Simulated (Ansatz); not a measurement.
# Zn3SnO: the cost of one run

Program: Ansatz 0.2.0. Level of theory: DFT PBE, scalar-relativistic, plane waves, PAW, unless a step names another level. These are calculated values, not measurements.

4 further runs of the same task are left out: 2 that didn't finish, 2 set aside as unsound or not needed.

## 1. The starting structure

The structure is monoclinic, space group Pm (No. 6). Conventional cell: a = 4.888 Å, b = 3.202 Å, c = 5.605 Å, α = 90.00°, β = 93.28°, γ = 90.00°. Around Zn (site symmetry m) lie 2 O at 2.03 Å. Zn (site symmetry m) is surrounded by 1 O at 2.06 Å. Around Zn (site symmetry m) lie 1 O at 1.95 Å. Sn (site symmetry m) has 8 Zn at 2.91 to 3.02 Å and 2 Sn at 3.20 Å as nearest neighbours. Around O (site symmetry m) lie 4 Zn at 1.95 to 2.06 Å.

Coordinates:

```cif
data_structure
_symmetry_space_group_name_H-M 'P 1'
_symmetry_Int_Tables_number 1
_cell_length_a 4.8879
_cell_length_b 3.2019
_cell_length_c 5.6053
_cell_angle_alpha 90.000
_cell_angle_beta 93.276
_cell_angle_gamma 90.000
_cell_volume 87.59
loop_
_atom_site_label
_atom_site_type_symbol
_atom_site_fract_x
_atom_site_fract_y
_atom_site_fract_z
_atom_site_occupancy
Zn1 Zn 0.30464 0.50000 0.51311 1
Zn2 Zn 0.62193 0.00000 0.94050 1
Zn3 Zn 0.89096 0.00000 0.40575 1
Sn1 Sn 0.11862 0.50000 0.00545 1
O1 O 0.55384 0.00000 0.57519 1
```

It came out lowest among 31 distinct ends of the trial cells. At a tolerance of 0.05 Å it has space group Pm (No. 6).

## 2. Relaxing to 0.001 eV/Å, on the response runs' mesh and smearing

input.yaml reads:

```yaml
crystal:
  lattice:
    - [4.887933046, 0.0, 0.0115836597]
    - [0.0, 3.2019481176, 0.0]
    - [-0.3335883487, 0.0, 5.595409907]
  atoms:
    - { symbol: Zn, position: [0.304636191, 0.5, 0.5131135253] }
    - { symbol: Zn, position: [0.6219333555, 0.0, 0.9404959863] }
    - { symbol: Zn, position: [0.8909645312, 0.0, 0.4057516781] }
    - { symbol: Sn, position: [0.1186225732, 0.5, 0.0054506226] }
    - { symbol: O, position: [0.5538443891, 0.0, 0.5751861778] }
basis:
  ecutwfc: 420
kpoints:
  mp_grid: { grid: [6, 10, 6] }
hamiltonian:
  xc: pbe
scf:
  occupations: { method: gaussian, width: 0.1 }
output:
  forces: true
  stress: true
  eigenvalues: true
relax:
  adjacent_minimum: "off"
  f_tol: 0.001
  max_steps: 60
  cell: { stress_tol: 0.01 }
```

The run is started by

```bash
$ ansatz run input.yaml --threads 3 --pin off --max-ram 7680MiB --backend cpu --events-out ev --progress --plain --runs-dir out
```

**Question.** How long does this run take on 3 threads of Arm Neoverse V2, shared host, and how much memory does it need?

About 47 s, with a peak of 0.58 GiB.
